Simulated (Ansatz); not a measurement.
Task: harmonic frequencies at the relaxed geometry of C2H2AlClSe, SMILES Cl[C]1=[CH][Al]1[SeH], with Ansatz's Python interface. Give the script and its output. Settings (for the species named): PBE, def2-SVP basis, multiplicity 1, D3BJ dispersion.

```xyz
7

Cl   -1.5800   -2.2008    1.3542
C    -0.3895   -1.0494    0.7947
C     0.9852   -0.7468    0.6831
Al    0.0342    0.5380   -0.0484
Se   -0.5541    2.5704   -1.2017
H     2.0369   -1.0364    0.9071
H    -0.4715    1.8571   -2.5347
```

The script, `c2h2alclse_freq.py`:
```python
"""Vibrations and zero-point energy of C2H2AlClSe."""

from dataclasses import dataclass
import itertools

import ansatz as az
from ase.data import atomic_numbers, covalent_radii
import numpy as np


@dataclass
class RunConfig:
    basis: str = "def2-SVP"
    xc: str = "PBE"
    vdw: str = "d3bj"


cfg = RunConfig()


def main() -> None:
    c2h2alclse = (
        az.Crystal.molecule()
        .atom("Cl", [-1.58, -2.2008, 1.3542])
        .atom("C", [-0.3895, -1.0494, 0.7947])
        .atom("C", [0.9852, -0.7468, 0.6831])
        .atom("Al", [0.0342, 0.538, -0.0484])
        .atom("Se", [-0.5541, 2.5704, -1.2017])
        .atom("H", [2.0369, -1.0364, 0.9071])
        .atom("H", [-0.4715, 1.8571, -2.5347])
    )

    job = c2h2alclse.calculation().basis(gaussian=cfg.basis).functional(cfg.xc, dispersion=cfg.vdw)
    symbols = [site.symbol for site in c2h2alclse.cartesian_sites]
    start = np.array([site.position_ang for site in c2h2alclse.cartesian_sites], dtype=float)
    data = job.relax(force_tolerance=0.003).run(threads=1, pin="off").report
    end = np.array(data["positions_ang"])

    # pairs closer than 1.2 times the sum of covalent radii, before or after
    radius = [covalent_radii[atomic_numbers[s]] for s in symbols]
    span = lambda where, i, j: np.linalg.norm(where[i] - where[j])
    bonded = [(i, j) for i, j in itertools.combinations(range(len(symbols)), 2) if min(span(start, i, j), span(end, i, j)) < 1.2 * (radius[i] + radius[j])]
    print("pair        before    after (A)")
    for i, j in bonded:
        print(f"{symbols[i]}{i}-{symbols[j]}{j}".ljust(10), f"{span(start, i, j):8.4f} {span(end, i, j):8.4f}")

    # frequencies need a stationary point, so they are taken at the relaxed geometry
    minimum = az.Crystal.molecule()
    for symbol, place in zip(symbols, end):
        minimum = minimum.atom(symbol, place.tolist())
    vibrating = minimum.calculation()
    vibrating = vibrating.basis(gaussian=cfg.basis).functional(cfg.xc, dispersion=cfg.vdw)
    vibrating = vibrating.phonons(temperatures=(100, 500, 100))
    vib = vibrating.run(threads=1, pin="off").report["vibrations"]
    sums = vib["harmonic_sums"]
    modes = [m["omega_inv_cm"] for m in sums["modes_at_gamma"] if m["rigid_motion"] == "no"]
    for number, w in enumerate(modes, start=1):
        print(f"mode {number:2d} {w:9.1f} 1/cm {w / 8065.544 * 1000:8.2f} meV")
    print("imaginary modes:", sum(w < 0 for w in modes), " zero-point energy:", round(sums["zero_point_energy_ev"], 4), "eV")
    print("T (K)   F_vib (eV)   S_vib (meV/K)   C_vib (meV/K)")
    for row in zip(sums["temperatures_k"], sums["vibrational_free_energy_ev"], vib["entropy_ev_per_k"], vib["heat_capacity_ev_per_k"]):
        print(f"{row[0]:6.1f} {row[1]:11.4f} {1000 * row[2]:13.4f} {1000 * row[3]:15.4f}")


if __name__ == "__main__":
    main()
```

Running `python c2h2alclse_freq.py` prints:
```text
pair        before    after (A)
Cl0-C1       1.7482   1.7375
C1-C2        1.4120   1.3779
C1-Al3       1.8467   1.8828
C2-Al3       1.7579   1.8883
C2-H5        1.1136   1.1056
Al3-Se4      2.4097   2.3157
Se4-H6       1.5141   1.4879
mode  1      79.7 1/cm     9.88 meV
mode  2     109.4 1/cm    13.56 meV
mode  3     182.9 1/cm    22.68 meV
mode  4     230.7 1/cm    28.60 meV
mode  5     309.0 1/cm    38.31 meV
mode  6     316.0 1/cm    39.18 meV
mode  7     459.7 1/cm    56.99 meV
mode  8     562.8 1/cm    69.78 meV
mode  9     727.6 1/cm    90.21 meV
mode 10     835.9 1/cm   103.63 meV
mode 11     905.8 1/cm   112.31 meV
mode 12    1027.1 1/cm   127.35 meV
mode 13    1424.7 1/cm   176.65 meV
mode 14    2347.4 1/cm   291.04 meV
mode 15    3078.1 1/cm   381.63 meV
imaginary modes: 0  zero-point energy: 0.7809 eV
T (K)   F_vib (eV)   S_vib (meV/K)   C_vib (meV/K)
 100.0      0.7744        0.1842          0.2815
 200.0      0.7421        0.4571          0.5161
 300.0      0.6841        0.6992          0.6801
 400.0      0.6033        0.9119          0.7981
 500.0      0.5025        1.0997          0.8832
```

The frequencies are harmonic and unscaled, in a modest basis. Hardware and time: 2.6 min on 1 thread of Arm Neoverse V2, with other jobs on the host, peak memory 0.23 GiB.
